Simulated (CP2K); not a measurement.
Runs of CP2K 2026.2 on TiCo. Symmetry: Pm-3m, No. 221, cubic system. The conventional cell has a = 2.986 Å, b = 2.986 Å, c = 2.986 Å, α = 90.00°, β = 90.00°, γ = 90.00°. Co (site symmetry m-3m) has 8 Ti at 2.59 Å as nearest neighbours. Around Ti (site symmetry m-3m) lie 8 Co at 2.59 Å. The cell comes from a database or a generator and needn't be the stable form of this composition.

```tsv
task	level	potentials or basis	smearing	EPS_DEFAULT	MIXING METHOD	MIXING ALPHA	NBUFFER	NGRIDS	gap on the mesh (eV)	pressure (GPa)	moment (μB)
band structure	r2SCAN	POTENTIAL_UZH Co GTH-SCAN-q17, Ti GTH-SCAN-q12; TZVP-MOLOPT-SCAN-GTH, TZVP-MOLOPT-SR-GTH basis	fermi-dirac 0.1 eV	1.0E-9	PULAY_MIXING	0.4	6	4	none	-	0.88
single point	PBE	POTENTIAL_UZH Co GTH-PBE-q17, Ti GTH-PBE-q12; TZVP-MOLOPT-PBE-GTH basis	fermi-dirac 0.05 eV	1.0E-10	BROYDEN_MIXING	0.2	10	5	none	(b)	0.87
band structure	PBEsol	POTENTIAL_UZH Co GTH-PBE-q17; GTH_POTENTIALS Ti GTH-PBE-q12; TZVP-MOLOPT-PBE-GTH, TZVP-MOLOPT-SR-GTH basis	fermi-dirac 0.1 eV	1.0E-9	PULAY_MIXING	0.4	6	4	none	-6.7	0.81
single point	PBE	POTENTIAL_UZH Co GTH-PBE-q17; GTH_POTENTIALS Ti GTH-PBE-q12; TZVP-MOLOPT-PBE-GTH, TZVP-MOLOPT-SR-GTH basis	fermi-dirac 0.05 eV	1.0E-10	BROYDEN_MIXING	0.2	10	4	none	(a)	0.87
```

Alike in all rows: spin collinear, ferromagnetic start; cell as given; k mesh 9 × 9 × 9.

Problem. Fill in the values left out.

Solution. (a) 0.7; (b) 0.5.

Caveats: the basis of atomic orbitals isn't converged, which shifts pressures, moduli and gaps; the gradient functional as typed is unsteady where the spins cancel, so forces, pressure and what rests on them aren't listed (some runs); the potentials were made for another functional, which shifts forces and pressure (some runs).

A k mesh can miss the band edges.

A gap of «none» marks a metal or a gap under the smearing width.

Not every run made on this cell is shown here.
